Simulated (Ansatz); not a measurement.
A nudged elastic band was laid between two geometries of a periodic cell of 17 atoms, Nb16H (host Nb, host structure bcc, interstitial H).

These are results of DFT PBEsol, scalar-relativistic, plane waves, PAW in Ansatz 0.2.0, not measurements. Settings: cutoff 420 eV, k mesh 3x3x3, gaussian smearing 0.1 eV, no spin polarisation.

```json
{
  "movable images": "2",
  "climbing image": "no",
  "spring": "5.0 eV/Å²",
  "optimiser": "quadratic models (default)",
  "start path": "default",
  "force threshold": "0.05 eV/Å",
  "iteration limit": "50",
  "end points": "relaxed"
}
```

First end point:

```xyz
17
Lattice="6.6000 0.0000 0.0000 0.0000 6.6000 0.0000 0.0000 0.0000 6.6000" Properties=species:S:1:pos:R:3
Nb -0.002 0.010 0.002
Nb 3.299 0.010 0.002
Nb -0.003 3.314 0.002
Nb 0.041 -0.039 3.302
Nb 1.648 1.637 1.652
Nb 3.300 3.314 0.002
Nb 3.255 -0.039 3.302
Nb 4.948 1.686 1.609
Nb 0.005 3.298 3.302
Nb 1.648 4.933 1.653
Nb 1.648 1.637 4.951
Nb 3.292 3.298 3.302
Nb 4.948 4.949 1.645
Nb 4.948 1.686 4.994
Nb 1.648 4.933 4.950
Nb 4.948 4.949 4.958
H 4.948 0.823 3.302
```

Last end point:

Only the atoms that move by more than 0.05 Å are listed.
```
Nb4 0.042 0.000 3.339
Nb7 3.256 0.000 3.340
Nb13 4.949 4.907 1.615
Nb14 4.949 1.657 4.952
H17 4.949 0.000 2.478
```

What changes between the two ends?

Contacts lost: Nb14–H17. Contacts made: Nb13–H17. The atom that moves furthest is H17, by 1.16 Å.

What energy profile does the band end with?

The forces met the threshold. The highest image is number 2 of 0 to 3, 0.145 eV above the ends, which have the same energy within 2 meV. No image climbed, so the highest image needn't sit at the top of the path. Limits of this set-up: coarse k mesh, odd electron count without spin.

```tsv
image	path coordinate (Å)	energy (eV)	Nb14–H17 (Å)	Nb13–H17 (Å)
0	0.00	0.000	1.90	2.98
1	0.39	0.144	2.19	2.59
2	0.78	0.145	2.59	2.19
3	1.16	0.000	2.98	1.90
```

What is the geometry of the highest image?


```xyz
17
Lattice="6.6000 0.0000 0.0000 0.0000 6.6000 0.0000 0.0000 0.0000 6.6000" Properties=species:S:1:pos:R:3
Nb 0.001 0.006 0.003
Nb 3.296 0.006 0.003
Nb -0.009 3.311 -0.016
Nb 0.075 -0.020 3.339
Nb 1.649 1.650 1.649
Nb 3.306 3.311 -0.016
Nb 3.223 -0.020 3.339
Nb 4.949 1.709 1.598
Nb -0.002 3.297 3.288
Nb 1.649 4.944 1.662
Nb 1.649 1.635 4.957
Nb 3.299 3.297 3.288
Nb 4.949 4.969 1.647
Nb 4.949 1.656 4.942
Nb 1.649 4.926 4.971
Nb 4.949 4.943 4.957
H 4.949 0.250 2.771
```

The band took 4 iterations and about 10 core-minutes.

The run took 2.7 min on 4 threads of Arm Neoverse V1, with other jobs on the host, peak memory 1.8 GiB.
